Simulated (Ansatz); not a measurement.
# Fe2Co3: the cost of one run

Method: DFT PBE, scalar-relativistic, plane waves, PAW, in Ansatz 0.2.0.

## Step 1: The system as given

It takes space group P-6m2 (No. 187, hexagonal). Conventional cell: a = 2.508 Å, b = 2.508 Å, c = 19.844 Å, α = 90.00°, β = 90.00°, γ = 120.00°. Fe (site symmetry -6m2) is surrounded by 6 Co at 2.46 Å and 6 Fe at 2.51 Å. Around Fe (site symmetry 3m) lie 6 Co at 2.46 Å and 6 Fe at 2.51 Å. Co (site symmetry 3m) is surrounded by 3 Fe at 2.46 Å and 9 Co at 2.46 to 2.51 Å. Around Co (site symmetry 3m) lie 6 Fe at 2.46 Å and 6 Co at 2.51 Å.

Coordinates:

```
Fe Co
1.0
     2.50797    0.00000    0.00000
    -1.25399    2.17197    0.00000
     0.00000    0.00000   19.84422
Fe Co
4 6
Direct
  0.33333 0.66667 0.00000
  0.66667 0.33333 0.30000
  0.66667 0.33333 0.50000
  0.66667 0.33333 0.70000
  0.33333 0.66667 0.20000
  0.33333 0.66667 0.40000
  0.33333 0.66667 0.60000
  0.33333 0.66667 0.80000
  0.66667 0.33333 0.10000
  0.66667 0.33333 0.90000
```

The start is an ordering of an alloy on its end members' structure types: elements ordered on the sites of the Ru type, Co/Fe on Ru (P-6m2, No. 187).

## Step 2: A first look at the guess

input.yaml

```yaml
crystal:
  lattice:
    - [2.50797449, 0.0, 0.0]
    - [-1.25398724, 2.17196962, 0.0]
    - [0.0, 0.0, 19.8442155]
  atoms:
    - { symbol: Fe, position: [0.33333333, 0.66666667, 0.0], spin: 4.0 }
    - { symbol: Fe, position: [0.66666667, 0.33333333, 0.3], spin: 4.0 }
    - { symbol: Fe, position: [0.66666667, 0.33333333, 0.5], spin: 4.0 }
    - { symbol: Fe, position: [0.66666667, 0.33333333, 0.7], spin: 4.0 }
    - { symbol: Co, position: [0.33333333, 0.66666667, 0.2], spin: 3.0 }
    - { symbol: Co, position: [0.33333333, 0.66666667, 0.4], spin: 3.0 }
    - { symbol: Co, position: [0.33333333, 0.66666667, 0.6], spin: 3.0 }
    - { symbol: Co, position: [0.33333333, 0.66666667, 0.8], spin: 3.0 }
    - { symbol: Co, position: [0.66666667, 0.33333333, 0.1], spin: 3.0 }
    - { symbol: Co, position: [0.66666667, 0.33333333, 0.9], spin: 3.0 }
basis:
  ecutwfc: 420
kpoints:
  mp_grid: { grid: [6, 6, 1] }
hamiltonian:
  xc: pbe
scf:
  occupations: { method: gaussian, width: 0.1 }
  lower_state_search: "off"
output:
  forces: true
  stress: true
  eigenvalues: true
  populations: true
magnetization:
  spin_polarized: true
```

Run with:

```
> ansatz run input.yaml --threads 4 --pin off --max-ram 8192MiB --backend cpu --events-out ev --progress --plain --runs-dir out
```

Q: Estimate wall time and peak memory on 4 threads of Intel Xeon at 2.70GHz, shared host.

About 17 s, with a peak of 0.66 GiB.
